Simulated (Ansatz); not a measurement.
Working through a geometry optimisation of AlClH₂O₂, SMILES [OH][Al]([OH])[Cl]

Computed with the Ansatz DFT code, driven from Python.

At the Python prompt:
```pycon
>>> import itertools
>>> import ansatz as az
>>> from ase.data import atomic_numbers, covalent_radii
>>> import numpy as np
>>> geometry_ang = [
...     ("O", (-0.0273, 1.192, -1.207)),
...     ("Al", (0.0244, -0.338, -0.2799)),
...     ("O", (1.2374, -0.5225, 1.0438)),
...     ("Cl", (-1.2801, -1.9848, -0.7497)),
...     ("H", (-0.7177, 1.781, -0.7248)),
...     ("H", (0.8054, -0.1916, 1.8715)),
... ]
>>> molecule = az.Crystal.molecule()
>>> for symbol, xyz in geometry_ang:
...     molecule = molecule.atom(symbol, xyz)
...
>>> job = (
...     molecule.calculation()
...     .basis(gaussian="def2-SVP")
...     .functional("CAM-B3LYP")
...     .accuracy("medium")
...     .scf(lower_state_search="off")
... )
>>> symbols = [site.symbol for site in molecule.cartesian_sites]
>>> start = np.array([site.position_ang for site in molecule.cartesian_sites], dtype=float)
>>> def progress(event):
...     if event["event"] == "relax_step":
...         row = event["data"]
...         print(f"step {row['step']:3d}  E = {row['lagrangian_ev']:.6f} eV  largest force component {row['allowed_force_max_ev_ang']:.4f} eV/A")
...
>>> summary = job.relax(force_tolerance=0.02).session().plan().execute(on_event=progress).report
step   1  E = -23240.178506 eV  largest force component 2.4527 eV/A
step   2  E = -23240.510141 eV  largest force component 1.4644 eV/A
step   3  E = -23240.664222 eV  largest force component 0.5711 eV/A
step   4  E = -23240.745083 eV  largest force component 0.3846 eV/A
step   5  E = -23240.805819 eV  largest force component 1.0498 eV/A
step   6  E = -23240.531611 eV  largest force component 3.4591 eV/A
step   7  E = -23240.876324 eV  largest force component 0.5947 eV/A
step   8  E = -23240.936505 eV  largest force component 0.4044 eV/A
step   9  E = -23241.006773 eV  largest force component 0.1843 eV/A
step  10  E = -23241.012463 eV  largest force component 0.4268 eV/A
step  11  E = -23241.021642 eV  largest force component 0.0318 eV/A
step  12  E = -23241.021772 eV  largest force component 0.0034 eV/A
>>> end = np.array(summary["positions_ang"])
>>> print("reference energy %16.6f eV" % summary["reference_energy_ev"])
reference energy    -23241.021877 eV
>>> print("total energy     %16.6f eV" % summary["free_energy_ev"])
total energy        -23241.021877 eV
>>> print("occupied orbitals outside the frozen core (up, down):", summary["n_occupied"], " frozen:", summary["n_frozen"], " virtual:", summary["n_virtual"])
occupied orbitals outside the frozen core (up, down): [24, 24]  frozen: 0  virtual: [50, 50]
>>> # pairs closer than 1.2 times the sum of covalent radii, before or after
>>> radius = [covalent_radii[atomic_numbers[s]] for s in symbols]
>>> span = lambda where, i, j: np.linalg.norm(where[i] - where[j])
>>> bonded = [(i, j) for i, j in itertools.combinations(range(len(symbols)), 2) if min(span(start, i, j), span(end, i, j)) < 1.2 * (radius[i] + radius[j])]
>>> print("pair        before    after (A)")
pair        before    after (A)
>>> for i, j in bonded:
...     print(f"{symbols[i]}{i}-{symbols[j]}{j}".ljust(10), f"{span(start, i, j):8.4f} {span(end, i, j):8.4f}")
...
O0-Al1       1.7897   1.6844
O0-H4        1.0277   0.9591
Al1-O2       1.8049   1.6809
Al1-Cl3      2.1528   2.0850
O2-H5        0.9906   0.9592
```

The settings weren't tested for convergence. The end point is the stationary point reached from this start; no frequency run checks that it is a minimum, and the basis set is modest. Run time: 22 s on 1 thread of Arm Neoverse V2 (shared host), peak memory 0.21 GiB.

(Lines on the test bed's own set-up are left out of the output.)
